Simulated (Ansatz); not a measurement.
**WNCl3 (WNCl₃): an energy map over bond length W1–Cl3 and angle Cl3–W1–N2**

Aim: map the energy of WNCl3 (Cl3NW) over two coordinates, and find its wells, ridges and stiffness.

Computed with Ansatz 0.2.0. Level: RHF/def2-SVP.

### 1 Where the work starts

5 atoms, charge 0, spin multiplicity 1.

Atoms are counted from 1 here; the program's logs count them from 0.

Bond lengths: W1–N2 1.677 Å, W1–Cl3 2.278 Å, W1–Cl4 2.277 Å, W1–Cl5 2.277 Å. Angles: N2–W1–Cl3 104.3°, N2–W1–Cl4 104.3°, N2–W1–Cl5 104.3°, Cl3–W1–Cl4 114.1°, Cl3–W1–Cl5 114.1°, Cl4–W1–Cl5 114.1°.

Geometry (Å):

```xyz
5
charge 0, multiplicity 1
W    -0.0001   -0.0002    0.0021
N     0.0078   -0.0137    1.6791
Cl    2.2044    0.0092   -0.5702
Cl   -1.1098    1.9134   -0.5398
Cl   -1.1022   -1.9087   -0.5712
```

This geometry comes from a loose relaxation at PBE in a small basis, which is not shown.

### 3 The grid

First coordinate, bond length W1–Cl3: 15 values from 2.015 to 2.862 Å. Second coordinate, angle Cl3–W1–N2: 15 values from 70.1 to 140.1 °.

Nothing else is relaxed (all other coordinates rigid). Energies count from the relaxed molecule at the same level.

(The set-up runs are not shown.)

### 4 Point bond length W1–Cl3 = 2.317 Å, angle Cl3–W1–N2 = 105.1°

Input file input.yaml:

```yaml
crystal:
  periodic: [false, false, false]
  atoms:
    - { symbol: W, position_ang: [0.000163, -0.000286, 0.035272] }
    - { symbol: "N", position_ang: [0.007384, -0.013535, 1.649241] }
    - { symbol: Cl, position_ang: [2.234435, 0.009264, -0.578261] }
    - { symbol: Cl, position_ang: [-1.111399, 1.916216, -0.540846] }
    - { symbol: Cl, position_ang: [-1.103655, -1.911538, -0.57231] }
basis:
  gaussian: { orbitals: def2-SVP }
hamiltonian:
  xc: hf
output:
  forces: true
```

Command:

```
$ ansatz run input.yaml --threads 1 --pin off --max-ram 2560MiB --backend cpu --events-out ev --progress --plain --runs-dir out
```

Further runs follow: the other points that were computed.

What does the calculation give? Wanted: lowest point; highest computed point; largest force on an atom.

**Answer**, as computed:

```
                       quantity                                                                                                                                                    value
                   lowest point                                                                                       bond length W1–Cl3 = 2.317 Å, angle Cl3–W1–N2 = 105.1°, 0.7 kJ/mol
         highest computed point                                                                       bond length W1–Cl3 = 2.015 Å, angle Cl3–W1–N2 = 70.1°, 391 kJ/mol above the lowest
largest force on an atom (eV/Å)  0.5 at bond length W1–Cl3 = 2.317 Å, angle Cl3–W1–N2 = 105.1° to 15.1 at bond length W1–Cl3 = 2.015 Å, angle Cl3–W1–N2 = 70.1°; 0.5 at the lowest point
        time for the whole task                                                                                                                         9.7 min on 1 thread, shared host
```

The lowest computed point is at bond length W1–Cl3 = 2.317 Å, angle Cl3–W1–N2 = 105.1°, 0.7 kJ/mol from the relaxed molecule at the same level. The grid is coarse, so the lowest point of the scanned range may lie between grid points; coordinates that were held can hide deeper minima. The grid shows no well of another kind. The highest computed point, bond length W1–Cl3 = 2.015 Å, angle Cl3–W1–N2 = 70.1°, lies 391 kJ/mol above the lowest. Round the minimum the two coordinates are nearly uncoupled.
